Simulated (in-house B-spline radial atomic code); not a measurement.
**Tl⁷⁹⁺: RPA and G0W0 on different mean-field starts**

Question: which mean-field start gives which removal energy for Tl⁷⁹⁺, before and after G0W0?

Program: an in-house B-spline radial atomic code, version 1. Level of theory: RPA, second order, AC-SOSEX and G0W0 (contour deformation) on a scalar-relativistic mean field, all electrons; no spin-orbit coupling, Breit or QED terms, no two-electron picture change. These are calculated values, not measurements, unless marked.

## (1) Starting point

* element: thallium (Z = 81)
* charge: +79
* electrons: 2
* configuration: 1s2
* next ion, run as well: 1s1
* Hamiltonian: scalar-relativistic (spin-free one-electron X2C), finite nucleus
* starts: Hartree-Fock, PBE, PBE0, B3LYP

Outer shells as boxes (Hund's rule):

Tl79+
```
1s [↑↓]
```

## (2) Run with the Hartree-Fock start

Settings of the run:

```ini
Z = 81
electrons = 2.0
configuration = 1s2
hamiltonian = x2c
method = hf
lmax = 9
rms_radius = 5.4759
spin_polarised = False
box_radius = 1.5
intervals = 59
```

The run is started by

```
python run_gw.py task.json out
```

One command runs all members of the session, one after another, from task.json.

The runs that follow: Run with the PBE start; Run with the PBE0 start; Run with the B3LYP start.

**Question.** What will these runs give? Wanted: highest level, mean field; highest level, G0W0; RPA correlation energy; RPA+SOSEX.

The runs gave:

| quantity | value |
| --- | --- |
| highest level, mean field (range over the runs) | -97051.16 to -96438.76 eV |
| highest level, G0W0 (range over the runs) | -97049.93 to -97049.81 eV |
| RPA correlation energy | -0.1682 to -0.1668 hartree |
| RPA+SOSEX | -0.0841 to -0.0834 hartree |
| tabulated theoretical ionisation energy (1s shell) | 96783 eV (NIST Atomic Spectra Database, ionization energies) |
| G0W0 removal energy less that value | +267 eV |

In words: G0W0 turns a spread of 612 eV among the starts into one of 0.12 eV, 0.020 % of it. Without exact exchange the level is bound too weakly, and G0W0 lowers it by 611 eV. The RPA energy is largest in size on PBE and smallest on Hartree-Fock, 0.79 % apart. The tabulated theoretical ionisation energy is 96783 eV. G0W0 is off by about +267 eV (+0.28 %) in every run shown, whatever the start. At this charge the missing Breit, QED and picture-change terms are part of the miss. Read as a removal energy, the bare PBE level is off by -344 eV (-0.36 %) and the nearest bare level, PBE0's, by -191 eV. As differences of total energies the mean miss over the starts is 272 eV for mean field, 268 eV for RPA, 267 eV for RPA+SOSEX.
